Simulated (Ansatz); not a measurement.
# C3H11NOSi: two geometries relaxed

Aim: relax the geometries before and after the rotation by 120° about the Si3–O4 bond, and see whether they are two minima and how far apart in energy. SMILES of the start: CC[SiH](O)CN.

Program: Ansatz 0.2.0. Level of theory: RKS PBE-D4/def2-SVP. These are calculated values, not measurements.

## Step 1: Starting point

Bond lengths (14 of 16 bonds, heavy atoms first): C1–C2 1.532 Å, C2–Si3 1.884 Å, Si3–O4 1.744 Å, Si3–C5 1.865 Å, C5–N6 1.497 Å, C1–H7 1.074 Å, C1–H8 1.059 Å, C1–H9 1.138 Å, C2–H10 1.075 Å, C2–H11 1.096 Å, Si3–H12 1.509 Å, O4–H13 1.057 Å, C5–H14 1.060 Å, C5–H15 1.110 Å. Angles (14 of 28 angles, heavy atoms first): C1–C2–Si3 116.7°, C2–Si3–O4 110.1°, C2–Si3–C5 111.2°, O4–Si3–C5 111.6°, Si3–C5–N6 109.5°, C1–C2–H10 110.3°, C1–C2–H11 106.1°, Si3–C2–H10 107.6°, Si3–C2–H11 108.3°, C2–C1–H7 111.0°, C2–C1–H8 109.7°, C2–C1–H9 106.6°, C2–Si3–H12 108.6°, O4–Si3–H12 104.5°.

Its coordinates follow in the input file.

## Step 2: End point A

Input file input.yaml:

```yaml
crystal:
  periodic: [false, false, false]
  atoms:
    - { symbol: C, position_ang: [0.4658, -2.3877, -0.4659] }
    - { symbol: C, position_ang: [1.2304, -1.061, -0.5199] }
    - { symbol: Si, position_ang: [0.5384, 0.3573, 0.5093] }
    - { symbol: O, position_ang: [1.633, 1.7139, 0.4719] }
    - { symbol: C, position_ang: [-1.1701, 0.8373, -0.064] }
    - { symbol: "N", position_ang: [-1.4504, 2.253, 0.3329] }
    - { symbol: H, position_ang: [0.3748, -2.7378, 0.5449] }
    - { symbol: H, position_ang: [0.9245, -3.0904, -1.1125] }
    - { symbol: H, position_ang: [-0.5972, -2.1651, -0.8057] }
    - { symbol: H, position_ang: [1.3095, -0.718, -1.5353] }
    - { symbol: H, position_ang: [2.2448, -1.2802, -0.1668] }
    - { symbol: H, position_ang: [0.5134, -0.0668, 1.9576] }
    - { symbol: H, position_ang: [1.017, 2.5499, 0.2744] }
    - { symbol: H, position_ang: [-1.2522, 0.772, -1.1188] }
    - { symbol: H, position_ang: [-1.9202, 0.1581, 0.3929] }
    - { symbol: H, position_ang: [-2.3628, 2.5349, -0.0059] }
    - { symbol: H, position_ang: [-1.5177, 2.3303, 1.351] }
basis:
  gaussian: { orbitals: def2-SVP }
hamiltonian:
  xc: pbe
  dispersion: d4
relax:
  f_tol: 0.015
  max_steps: 40
```

Launch:

```console
ansatz run input.yaml --threads 2 --pin off --max-ram 3072MiB --backend cpu --events-out ev --progress --plain --runs-dir out
```

Standard output:

```text
Warning: RAYON_NUM_THREADS=2 ignored (pool sized by the plan → 2); use --threads N
The last accepted step is kept in <dir> (removed where the run ends without a failure and the disk answers)
Engine: ansatz 0.2.0, x86_64-unknown-linux-gnu
Functional definition: PBE
  parameter kappa = 0.804
  parameter beta = 0.06672455060314922
  exchange = pbe_x(kappa = kappa, mu = beta*pi^2/3)
  correlation = pbe_c(beta = beta)
1623 factors; their error is unknown
mean field evaluation 1: about -14666.0697 eV, gradient 9.3e1 eV
mean field evaluation 2: about -14625.9888 eV, gradient 1.6e2 eV
mean field evaluation 4: about -14685.3092 eV, gradient 1.2e1 eV
mean field evaluation 8: about -14685.6247 eV, gradient 2.4e-1 eV
mean field evaluation 16: about -14685.5347 eV, gradient 8.1e-4 eV
mean field -14685.53468873 eV, -539.6834455981 hartree, gradient 3.0e-5 eV, S^2 0.000000; 0 other end points of the search recorded, 0 dependent functions left out
the calculation of the forces begins
reference -14685.53473069 eV, -539.6834471400 hartree; 29, 29 occupied and 114, 114 virtual orbitals, 1623 factors
relax step   1: F+E_penalty+E_count = -14685.89061389 eV  Δ(F+E_penalty+E_count) = +0.000e0 eV  max|allowed force component| = 2.583e0 eV/Å  Δτ_max = 0.0000 Å  (30 SCF iters, accepted)
these checks for a lower state are left out or cut short: starts, cluster_reference, orbital_swaps, neighbouring_geometries, increment
1623 factors; their error is unknown
mean field -14685.95046075 eV, -539.6987249378 hartree, gradient 9.5e-6 eV, S^2 0.000000; 0 other end points of the search recorded, 0 dependent functions left out
the calculation of the forces begins
reference -14685.95050244 eV, -539.6987264698 hartree; 29, 29 occupied and 114, 114 virtual orbitals, 1623 factors
relax step   2: F+E_penalty+E_count = -14686.30922392 eV  Δ(F+E_penalty+E_count) = -4.186e-1 eV  max|allowed force component| = 1.339e0 eV/Å  Δτ_max = 0.1947 Å  (30 SCF iters, accepted)
these checks for a lower state are left out or cut short: starts, cluster_reference, orbital_swaps, neighbouring_geometries, increment
1623 factors; their error is unknown
mean field evaluation 32: about -14686.0315 eV, gradient 2.3e-3 eV
mean field -14686.03150822 eV, -539.7017033773 hartree, gradient 2.0e-5 eV, S^2 0.000000; 0 other end points of the search recorded, 0 dependent functions left out
the calculation of the forces begins
reference -14686.03154984 eV, -539.7017049071 hartree; 29, 29 occupied and 114, 114 virtual orbitals, 1623 factors
relax step   3: F+E_penalty+E_count = -14686.38980079 eV  Δ(F+E_penalty+E_count) = -8.058e-2 eV  max|allowed force component| = 6.482e-1 eV/Å  Δτ_max = 0.1063 Å  (29 SCF iters, accepted)
these checks for a lower state are left out or cut short: starts, cluster_reference, orbital_swaps, neighbouring_geometries, increment
1623 factors; their error is unknown
mean field -14686.04631026 eV, -539.7022473422 hartree, gradient 2.2e-5 eV, S^2 0.000000; 0 other end points of the search recorded, 0 dependent functions left out
the calculation of the forces begins
reference -14686.04635183 eV, -539.7022488699 hartree; 29, 29 occupied and 114, 114 virtual orbitals, 1623 factors
relax step   4: F+E_penalty+E_count = -14686.40500237 eV  Δ(F+E_penalty+E_count) = -1.520e-2 eV  max|allowed force component| = 1.163e-1 eV/Å  Δτ_max = 0.0605 Å  (29 SCF iters, accepted)
these checks for a lower state are left out or cut short: starts, cluster_reference, orbital_swaps, neighbouring_geometries, increment
1623 factors; their error is unknown
mean field -14686.03539108 eV, -539.7018460698 hartree, gradient 2.3e-5 eV, S^2 0.000000; 0 other end points of the search recorded, 0 dependent functions left out
the calculation of the forces begins
reference -14686.03543265 eV, -539.7018475975 hartree; 29, 29 occupied and 114, 114 virtual orbitals, 1623 factors
relax step   5: F+E_penalty+E_count = -14686.39390805 eV  Δ(F+E_penalty+E_count) = +1.109e-2 eV  max|allowed force component| = 3.049e-1 eV/Å  Δτ_max = 0.1381 Å  (29 SCF iters, rejected (line search))
these checks for a lower state are left out or cut short: starts, cluster_reference, orbital_swaps, neighbouring_geometries, increment
1623 factors; their error is unknown
mean field -14686.04961884 eV, -539.7023689304 hartree, gradient 2.3e-5 eV, S^2 0.000000; 0 other end points of the search recorded, 0 dependent functions left out
the calculation of the forces begins
reference -14686.04966042 eV, -539.7023704584 hartree; 29, 29 occupied and 114, 114 virtual orbitals, 1623 factors
relax step   6: F+E_penalty+E_count = -14686.40844105 eV  Δ(F+E_penalty+E_count) = -3.439e-3 eV  max|allowed force component| = 6.641e-2 eV/Å  Δτ_max = 0.0645 Å  (29 SCF iters, accepted)
these checks for a lower state are left out or cut short: starts, cluster_reference, orbital_swaps, neighbouring_geometries, increment
1623 factors; their error is unknown
mean field -14686.05023316 eV, -539.7023915064 hartree, gradient 2.4e-5 eV, S^2 0.000000; 0 other end points of the search recorded, 0 dependent functions left out
the calculation of the forces begins
reference -14686.05027472 eV, -539.7023930336 hartree; 29, 29 occupied and 114, 114 virtual orbitals, 1623 factors
relax step   7: F+E_penalty+E_count = -14686.40903882 eV  Δ(F+E_penalty+E_count) = -5.978e-4 eV  max|allowed force component| = 1.916e-2 eV/Å  Δτ_max = 0.0173 Å  (30 SCF iters, accepted)
these checks for a lower state are left out or cut short: starts, cluster_reference, orbital_swaps, neighbouring_geometries, increment
1623 factors; their error is unknown
mean field evaluation 64: about -14686.1400 eV, gradient 2.2e-3 eV
mean field -14686.05055648 eV, -539.7024033879 hartree, gradient 2.4e-5 eV, S^2 0.000000; 0 other end points of the search recorded, 0 dependent functions left out
the calculation of the forces begins
reference -14686.05059801 eV, -539.7024049144 hartree; 29, 29 occupied and 114, 114 virtual orbitals, 1623 factors
relax step   8: F+E_penalty+E_count = -14686.40936661 eV  Δ(F+E_penalty+E_count) = -3.278e-4 eV  max|allowed force component| = 1.709e-2 eV/Å  Δτ_max = 0.0171 Å  (30 SCF iters, accepted)
these checks for a lower state are left out or cut short: starts, cluster_reference, orbital_swaps, neighbouring_geometries, increment
1623 factors; their error is unknown
mean field -14686.05069216 eV, -539.7024083742 hartree, gradient 2.4e-5 eV, S^2 0.000000; 0 other end points of the search recorded, 0 dependent functions left out
the calculation of the forces begins
reference -14686.05073368 eV, -539.7024099001 hartree; 29, 29 occupied and 114, 114 virtual orbitals, 1623 factors
relax step   9: F+E_penalty+E_count = -14686.40952295 eV  Δ(F+E_penalty+E_count) = -1.563e-4 eV  max|allowed force component| = 1.475e-2 eV/Å  Δτ_max = 0.0145 Å  (29 SCF iters, accepted)
these checks for a lower state are left out or cut short: starts, cluster_reference, orbital_swaps, neighbouring_geometries, increment
1623 factors; their error is unknown
mean field -14686.05075066 eV, -539.7024105241 hartree, gradient 2.4e-5 eV, S^2 0.000000; 0 other end points of the search recorded, 0 dependent functions left out
the calculation of the forces begins
reference -14686.05079217 eV, -539.7024120494 hartree; 29, 29 occupied and 114, 114 virtual orbitals, 1623 factors
relax step  10: F+E_penalty+E_count = -14686.40961784 eV  Δ(F+E_penalty+E_count) = -9.489e-5 eV  max|allowed force component| = 1.063e-2 eV/Å  Δτ_max = 0.0169 Å  (30 SCF iters, accepted)
1623 factors; their error is unknown
mean field evaluation 96: about -14686.0507 eV, gradient 5.4e-2 eV
mean field -14686.05075066 eV, -539.7024105241 hartree, gradient 3.1e-5 eV, S^2 0.000000; 1 other end points of the search recorded, 0 dependent functions left out
the calculation of the forces begins
reference -14686.05079217 eV, -539.7024120494 hartree; 29, 29 occupied and 114, 114 virtual orbitals, 1623 factors
Total energy: -14686.40965934 eV, -539.7156001748 hartree
Atom 0 at     0.473930    -2.373098    -0.461533 Å, force    -0.000970    -0.001245    -0.000166 eV/Å
Atom 1 at     1.269192    -1.061076    -0.537133 Å, force     0.006528     0.002656     0.003135 eV/Å
Atom 2 at     0.565093     0.308218     0.552666 Å, force    -0.006623    -0.001372     0.004065 eV/Å
Atom 3 at     1.409388     1.754451     0.397025 Å, force    -0.004731    -0.000015    -0.001026 eV/Å
Atom 4 at    -1.198350     0.848856     0.011883 Å, force    -0.000605     0.000862    -0.005871 eV/Å
Atom 5 at    -1.315865     2.276962     0.377189 Å, force     0.010629    -0.004257     0.000929 eV/Å
Atom 6 at     0.421931    -2.761693     0.577289 Å, force     0.000409    -0.000166    -0.000513 eV/Å
Atom 7 at     0.927247    -3.171031    -1.085407 Å, force    -0.000772     0.000275    -0.001053 eV/Å
Atom 8 at    -0.572080    -2.243243    -0.811481 Å, force     0.000409    -0.000012     0.001042 eV/Å
Atom 9 at     1.310349    -0.677904    -1.580392 Å, force    -0.000258     0.001188     0.000575 eV/Å
Atom 10 at     2.326976    -1.228163    -0.236600 Å, force    -0.002335    -0.000851    -0.001975 eV/Å
Atom 11 at     0.542642    -0.176403     1.987520 Å, force     0.001775    -0.000762    -0.000533 eV/Å
Atom 12 at     0.682735     2.429485     0.313068 Å, force     0.006555     0.000749    -0.001388 eV/Å
Atom 13 at    -1.215960     0.776193    -1.097965 Å, force    -0.000726     0.000107     0.002427 eV/Å
Atom 14 at    -2.023861     0.193499     0.379507 Å, force     0.001445     0.001831     0.002608 eV/Å
Atom 15 at    -2.088980     2.732724    -0.123526 Å, force    -0.007821     0.003262    -0.003705 eV/Å
Atom 16 at    -1.533388     2.371924     1.377991 Å, force    -0.002911    -0.002248     0.001447 eV/Å
Dipole moment:    -0.628348    -0.035675    -0.093064 e Å
```

It took 44 s on 2 threads of Intel Xeon Platinum 8375C at 2.90GHz (Ice Lake), shared host; peak memory 0.21 GiB.

Step by step:

| step | energy from step 1 (eV) | largest force component (eV/Å) |
| --- | --- | --- |
| 1 | 0.0000 | 2.5831 |
| 2 | -0.4186 | 1.3388 |
| 3 | -0.4992 | 0.6482 |
| 4 | -0.5144 | 0.1163 |
| 5x | -0.5033 | 0.3049 |
| 6 | -0.5178 | 0.0664 |
| 7 | -0.5184 | 0.0192 |
| 8 | -0.5188 | 0.0171 |
| 9 | -0.5189 | 0.0148 |
| 10 | -0.5190 | 0.0106 |

Step 1 is the start. 1 step was tried and not accepted (marked x).

After: Bond lengths (14 of 16 bonds, heavy atoms first): C1–C2 1.536 Å, C2–Si3 1.886 Å, Si3–O4 1.682 Å, Si3–C5 1.922 Å, C5–N6 1.479 Å, C1–H7 1.110 Å, C1–H8 1.110 Å, C1–H9 1.111 Å, C2–H10 1.112 Å, C2–H11 1.112 Å, Si3–H12 1.515 Å, O4–H13 0.995 Å, C5–H14 1.112 Å, C5–H15 1.116 Å. Angles (14 of 28 angles, heavy atoms first): C1–C2–Si3 113.5°, C2–Si3–O4 112.5°, C2–Si3–C5 112.6°, O4–Si3–C5 101.1°, Si3–C5–N6 106.0°, C1–C2–H10 111.1°, C1–C2–H11 110.5°, Si3–C2–H10 107.8°, Si3–C2–H11 107.9°, C2–C1–H7 111.7°, C2–C1–H8 112.0°, C2–C1–H9 111.9°, C2–Si3–H12 108.7°, O4–Si3–H12 111.7°.

## Step 3: Relaxing end B

The second end starts from a geometry with the move made by hand.

Changes to input.yaml since step 2:

```diff
@@ -15,3 +15,3 @@
     - { symbol: H, position_ang: [0.5134, -0.0668, 1.9576] }
-    - { symbol: H, position_ang: [1.017, 2.5499, 0.2744] }
+    - { symbol: H, position_ang: [2.07581, 1.72748, 1.43164] }
     - { symbol: H, position_ang: [-1.2522, 0.772, -1.1188] }
@@ -28 +28,3 @@
   max_steps: 40
+output:
+  orbitals: {}
```

Launch:

```console
ansatz run input.yaml --threads 2 --pin off --max-ram 3072MiB --backend cpu --events-out ev --progress --plain --runs-dir out
```

Standard output (excerpt; [...] marks lines left out):

```text
Warning: RAYON_NUM_THREADS=2 ignored (pool sized by the plan → 2); use --threads N
[...]
Functional definition: PBE
[...]
1623 factors; their error is unknown
[...]
mean field -14685.28034004 eV, -539.6740984560 hartree, gradient 3.6e-5 eV, S^2 0.000000; 0 other end points of the search recorded, 0 dependent functions left out
[...]
reference -14685.28038177 eV, -539.6740999894 hartree; 29, 29 occupied and 114, 114 virtual orbitals, 1623 factors
relax step   1: F+E_penalty+E_count = -14685.63386195 eV  Δ(F+E_penalty+E_count) = +0.000e0 eV  max|allowed force component| = 2.838e0 eV/Å  Δτ_max = 0.0000 Å  (30 SCF iters, accepted)
[...]
relax step   4: F+E_penalty+E_count = -14686.16933088 eV  Δ(F+E_penalty+E_count) = -3.381e-2 eV  max|allowed force component| = 2.740e-1 eV/Å  Δτ_max = 0.1753 Å  (28 SCF iters, accepted)
[...]
relax step   7: F+E_penalty+E_count = -14686.20719498 eV  Δ(F+E_penalty+E_count) = -1.455e-2 eV  max|allowed force component| = 4.509e-1 eV/Å  Δτ_max = 0.0998 Å  (28 SCF iters, accepted)
[...]
relax step  10: F+E_penalty+E_count = -14686.28454726 eV  Δ(F+E_penalty+E_count) = -1.976e-2 eV  max|allowed force component| = 1.718e-1 eV/Å  Δτ_max = 0.1999 Å  (29 SCF iters, accepted)
[...]
relax step  13: F+E_penalty+E_count = -14686.31183851 eV  Δ(F+E_penalty+E_count) = -1.097e-2 eV  max|allowed force component| = 6.687e-2 eV/Å  Δτ_max = 0.1000 Å  (29 SCF iters, accepted)
[...]
relax step  14: F+E_penalty+E_count = -14686.32153770 eV  Δ(F+E_penalty+E_count) = -9.699e-3 eV  max|allowed force component| = 5.648e-1 eV/Å  Δτ_max = 0.1460 Å  (30 SCF iters, accepted)
[...]
relax step  15: F+E_penalty+E_count = -14686.33560966 eV  Δ(F+E_penalty+E_count) = -1.407e-2 eV  max|allowed force component| = 5.577e-1 eV/Å  Δτ_max = 0.1096 Å  (29 SCF iters, accepted)
[...]
1623 factors; their error is unknown
mean field -14685.99738320 eV, -539.7004493062 hartree, gradient 2.4e-5 eV, S^2 0.000000; 0 other end points of the search recorded, 0 dependent functions left out
[...]
```

## Step 4: The output, continued: end point B relaxed

The log, continued (excerpt; [...] marks lines left out):

```text
reference -14685.99742491 eV, -539.7004508390 hartree; 29, 29 occupied and 114, 114 virtual orbitals, 1623 factors
relax step  16: F+E_penalty+E_count = -14686.35400244 eV  Δ(F+E_penalty+E_count) = -1.839e-2 eV  max|allowed force component| = 5.100e-1 eV/Å  Δτ_max = 0.1947 Å  (28 SCF iters, accepted)
[...]
relax step  18: F+E_penalty+E_count = -14686.38973104 eV  Δ(F+E_penalty+E_count) = -1.856e-2 eV  max|allowed force component| = 4.125e-1 eV/Å  Δτ_max = 0.1291 Å  (28 SCF iters, accepted)
[...]
relax step  20: F+E_penalty+E_count = -14686.40659304 eV  Δ(F+E_penalty+E_count) = -4.948e-3 eV  max|allowed force component| = 1.836e-1 eV/Å  Δτ_max = 0.0695 Å  (29 SCF iters, accepted)
[...]
relax step  22: F+E_penalty+E_count = -14686.40935198 eV  Δ(F+E_penalty+E_count) = -9.488e-4 eV  max|allowed force component| = 5.638e-2 eV/Å  Δτ_max = 0.0316 Å  (30 SCF iters, accepted)
[...]
Atom 7 at     0.895670    -3.188509    -1.176302 Å, force    -0.000074    -0.000488    -0.000132 eV/Å
Atom 8 at    -0.569250    -2.197611    -0.940558 Å, force     0.000122     0.000376    -0.000279 eV/Å
Atom 9 at     1.454558    -0.696322    -1.441209 Å, force    -0.000063    -0.000119     0.001686 eV/Å
Atom 10 at     2.323434    -1.400649    -0.066338 Å, force     0.000041    -0.001176    -0.000228 eV/Å
Atom 11 at     0.398208    -0.408255     2.075759 Å, force     0.000159     0.000935     0.000977 eV/Å
Atom 12 at     0.862469     2.299426     0.629503 Å, force     0.002912    -0.004084    -0.000341 eV/Å
Atom 13 at    -0.999096     0.883339    -1.071085 Å, force     0.000737     0.000918     0.005025 eV/Å
Atom 14 at    -1.976508     0.261243     0.282831 Å, force     0.001945     0.002477    -0.000368 eV/Å
Atom 15 at    -1.829282     2.827115    -0.038298 Å, force    -0.001785     0.000361     0.000967 eV/Å
Atom 16 at    -1.446442     2.326683     1.477223 Å, force     0.000393    -0.002205    -0.006651 eV/Å
Dipole moment:    -0.618164     0.017522    -0.152832 e Å
```

Run time: 97 s. Hardware: 2 threads of Intel Xeon Platinum 8375C at 2.90GHz (Ice Lake), shared host; peak memory 0.21 GiB.

The steps of the relaxation:

| step | energy from step 1 (eV) | largest force component (eV/Å) |
| --- | --- | --- |
| 1 | 0.0000 | 2.8379 |
| 2 | -0.4207 | 1.2711 |
| 3 | -0.5017 | 0.5118 |
| 4 | -0.5355 | 0.2740 |
| 5x | -0.5293 | 0.5534 |
| 6 | -0.5588 | 0.2945 |
| 7 | -0.5733 | 0.4509 |
| 8 | -0.5837 | 0.7381 |
| 9 | -0.6309 | 0.2029 |
| 10 | -0.6507 | 0.1718 |
| 11x | -0.6449 | 1.3528 |
| 12 | -0.6670 | 0.0811 |
| 13 | -0.6780 | 0.0669 |
| 14 | -0.6877 | 0.5648 |
| 15 | -0.7017 | 0.5577 |
| 16 | -0.7201 | 0.5100 |
| 17 | -0.7373 | 0.5002 |
| 18 | -0.7559 | 0.4125 |
| 19 | -0.7678 | 0.2672 |
| 20 | -0.7727 | 0.1836 |
| 21 | -0.7745 | 0.1875 |
| 22 | -0.7755 | 0.0564 |
| 23 | -0.7757 | 0.0171 |
| 24 | -0.7757 | 0.0176 |
| 25 | -0.7758 | 0.0067 |

Step 1 is the start. 2 steps were tried and not accepted (marked x).

After: Bond lengths (14 of 16 bonds, heavy atoms first): C1–C2 1.536 Å, C2–Si3 1.886 Å, Si3–O4 1.682 Å, Si3–C5 1.922 Å, C5–N6 1.479 Å, C1–H7 1.110 Å, C1–H8 1.110 Å, C1–H9 1.111 Å, C2–H10 1.112 Å, C2–H11 1.112 Å, Si3–H12 1.515 Å, O4–H13 0.995 Å, C5–H14 1.112 Å, C5–H15 1.116 Å. Angles (14 of 28 angles, heavy atoms first): C1–C2–Si3 113.6°, C2–Si3–O4 112.4°, C2–Si3–C5 112.5°, O4–Si3–C5 101.1°, Si3–C5–N6 106.0°, C1–C2–H10 111.1°, C1–C2–H11 110.5°, Si3–C2–H10 107.7°, Si3–C2–H11 107.9°, C2–C1–H7 111.6°, C2–C1–H8 112.0°, C2–C1–H9 111.9°, C2–Si3–H12 108.7°, O4–Si3–H12 111.7°.

## Step 5: Summary of results

| quantity | value |
| --- | --- |
| end A | 8 moves, 0.519 eV lower |
| end B | 22 moves, 0.776 eV lower |
| largest difference between the ends | 0.03 Å |
| end B relative to end A | -0.000 eV |

What this shows: Both starts fell into the same minimum (no atom differs by more than 0.03 Å), so from this start no second minimum was found and no band was run; another arrangement could still be one.
